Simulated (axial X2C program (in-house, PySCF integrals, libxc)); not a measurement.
**SeCN⁻: bond lengths and stretches, held linear**

An exercise on one series of results from a longer session: the logs are not shown, and one member is left open.

Program: an in-house X2C program for linear molecules on PySCF integrals. Level of theory: all-electron X2C, two-component (2c) or spin-free, Se dyall-v3z, C dyall-v3z, N dyall-av3z. These are calculated values, not measurements.

All values are calculated.

1 further run of the same task is left out (set aside as unsound or not needed).

The first run:

task.json reads:

```json
{
 "zs": [
  34,
  6,
  7
 ],
 "q": -1,
 "bas": [
  "dyall-v3z",
  "dyall-v3z",
  "dyall-av3z"
 ],
 "r0": [
  1.86,
  1.16
 ],
 "symm": 0,
 "scan": [
  "PBE0",
  "HF",
  "TPSSh"
 ],
 "levels": [
  "PBE0",
  "HF",
  "PBE"
 ],
 "nst": 2
}
```

Keys: zs atomic numbers; q charge; bas basis sets; r0 starting distance in Å; symm equal bonds; scan levels of the two-bond scan (MP2 follows by itself at each HF point); levels methods; nst determinants followed.

Run with:

```
> python solin.py task.json out
```

Masses Se 79.917, C 12.000, N 14.003 u.

Steps of the session up to this table: Scan at PBE0, 2c; Scan at HF, 2c; Scan at TPSSh, 2c.

One table of the session follows, with a row left open; its other results are not shown here.

```
           level  r(Se–C) (Å)  r(C–N) (Å)  lower stretch (cm⁻¹)  upper stretch (cm⁻¹)
        PBE0, 2c            ?           ?                     ?                     ?
          HF, 2c        1.841       1.139                 537.0                2370.3
       TPSSh, 2c        1.815       1.174                 552.4                2118.2
         MP2, 2c        1.812       1.189                 567.2                1997.4
 PBE0, spin-free        1.809       1.167                 565.4                2172.9
   HF, spin-free        1.840       1.139                 538.9                2370.8
TPSSh, spin-free        1.814       1.174                 553.7                2118.6
  MP2, spin-free        1.811       1.189                 568.4                1997.8
```

Q: Estimate the row for PBE0, 2c from the others.

As computed: r(Se–C) (Å): 1.810; r(C–N) (Å): 1.167; lower stretch (cm⁻¹): 564.0; upper stretch (cm⁻¹): 2172.5. In the column «r(Se–C) (Å)» it lies between PBE0, spin-free (1.809) and MP2, spin-free (1.811).

Scans not shown above were run alike.

MP2 freezes inner shells (threshold -2 hartree). For an anion the highest level of a functional can be positive, and the basis then holds the extra electron. The molecule was held linear; bending was not examined, so a bent shape may lie lower.
